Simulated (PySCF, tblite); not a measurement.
# C9H9N: infrared bands and NMR shifts

Aim: predict the infrared bands and NMR shifts of C9H9N (`C#CCC(=C)C(=C)CC#N`).

The runs use tblite 0.8.0 and PySCF 2.14.0, with density-fitted response routines of our own; the level of theory stands in each step. All values are computed, except where a source is named. Atoms are numbered from 0 throughout.

### Step 1. The molecule as given

19 atoms, charge 0, multiplicity 1; geometry from: GFN2-xTB.

Bonds of the start (Å): C0–C1 1.20, C1–C2 1.45, C2–C3 1.51, C3–C4 1.33, C3–C5 1.47, C5–C6 1.33, C5–C7 1.52, C7–C8 1.44, C8–N9 1.14, C0–H10 1.05, C2–H11 1.09, C2–H12 1.09, C4–H13 1.08, C4–H14 1.08, C6–H15 1.08, C6–H16 1.08, C7–H17 1.09, C7–H18 1.09.

### Step 2. Infrared spectrum with GFN2-xTB

What the job is given:

```
{"job": {"kind": "ir", "xc": "GFN2-xTB", "basis": "xTB"}, "charge": 0, "multiplicity": 1}
C      2.284533     1.724390    -1.247621
C      1.895893     1.004907    -0.373441
C      1.398393     0.117955     0.662714
C      0.408205    -0.874397     0.090934
C      0.810468    -2.069750    -0.327684
C     -0.996179    -0.449261    -0.005615
C     -2.011464    -1.288115     0.171577
C     -1.258660     1.019577    -0.275441
C     -1.354746     1.734643     0.972363
N     -1.431907     2.277307     1.975869
H      2.642242     2.362517    -1.999346
H      0.933504     0.716279     1.451970
H      2.246903    -0.421530     1.091543
H      1.838557    -2.380689    -0.249424
H      0.131764    -2.773761    -0.776758
H     -3.035583    -0.961514     0.103779
H     -1.855986    -2.326264     0.405596
H     -0.451063     1.457058    -0.868791
H     -2.204677     1.139899    -0.809683
```

**Question.** This job is followed by: GIAO PBE0/pcSseg-1 NMR shielding, non-relativistic, gas phase. Predict these results of the whole session: strongest single infrared mode (GFN2-xTB); zero-point energy (GFN2-xTB); ¹³C shifts against TMS (PBE0/pcSseg-1); ¹H shifts against TMS (PBE0/pcSseg-1, means over atoms taken as alike); ¹⁵N shifts against NH3 (PBE0/pcSseg-1).

The runs gave:

| quantity | value |
| --- | --- |
| strongest single infrared mode (GFN2-xTB) | 2407 cm⁻¹, 231 km/mol |
| zero-point energy (GFN2-xTB) | 91.9 kcal/mol |
| ¹³C shifts against TMS (PBE0/pcSseg-1) | 152.6, 149.9, 124.6, 124.0, 123.3, 89.3, 77.8, 25.6, 21.8 ppm |
| ¹H shifts against TMS (PBE0/pcSseg-1, means over atoms taken as alike) | 5.90, 5.80, 5.42, 5.37, 3.63, 3.46, 1.66 ppm |
| ¹⁵N shifts against NH3 (PBE0/pcSseg-1) | 299.5 ppm |

What this shows: No mode is imaginary among the 51: a minimum at this level. The strongest single mode, at 2407 cm⁻¹, moves mainly C8 and N9. Unscaled tight-binding wavenumbers are off by several per cent, some by more. Its intensities can rank the bands wrongly. At PBE0/pcSseg-1: The widest tensor belongs to N9: span 492 ppm, with a paramagnetic part of -371 ppm.
